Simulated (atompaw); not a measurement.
# Co: the cost of one run

The numbers are computed with atompaw 4.2.0.5 (LDA (PW92), scalar-relativistic, spin-unpolarised reference atom).

### Step 1. Settings

The settings as typed:

- element: cobalt (Co, Z = 27)
- type: PAW
- frozen core: [Ne]
- valence charge: 17
- reference configuration: 3s2 3p6 3d7 4s2 4p0
- partial waves: 3s (bound): rc 0.95 bohr; 4s (bound): rc 1.90 bohr; 3p (bound): rc 1.25 bohr; 4p (bound, empty): rc 1.55 bohr; 3d (bound): rc 1.82 bohr; 3d channel at 0.7 Ry: rc 1.90 bohr
- local potential: ultrasoft scheme with l = 3 at 0 Ry, radius 1.30 bohr
- core correction: smooth core density matched at 1.10 bohr
- augmentation charge: sinc compensation charge, radius 1.50 bohr; PAW radius 1.90 bohr; waves and projectors: custom polynom gramschmidtortho

The outer shells as boxes (Hund's rule for the drawing; the calculation is spin-unpolarised):

```
[Ne] core
3s [↑↓]
3p [↑↓][↑↓][↑↓]
3d [↑↓][↑↓][↑ ][↑ ][↑ ]
4s [↑↓]
4p [  ][  ][  ]
```

### Step 2. Generation

The input, Co.input:

```
Co 27
LDA-PW scalarrelativistic loggrid 1500 logderivrange -9 5 351
4 4 3 0 0 0
4 1 0
3 2 7
0 0 0
c
c
v
v
c
v
v
v
2
1.90 1.50 1.30 1.10
n
n
y
0.7
n
custom polynom gramschmidtortho sinc
3 0 ultrasoft
0.95
1.90
1.25
1.55
1.82
1.90
PWSCFOUT
UPFDX 0.0125d0 UPFXMIN -7.d0 UPFZMESH 27.d0
END
```

Command:

```bash
$ atompaw < Co.input > Co.log
```

**Question.** How long does this run take on 1 thread of Intel Xeon Platinum 8259CL at 2.50GHz, shared host?

About 13 s.
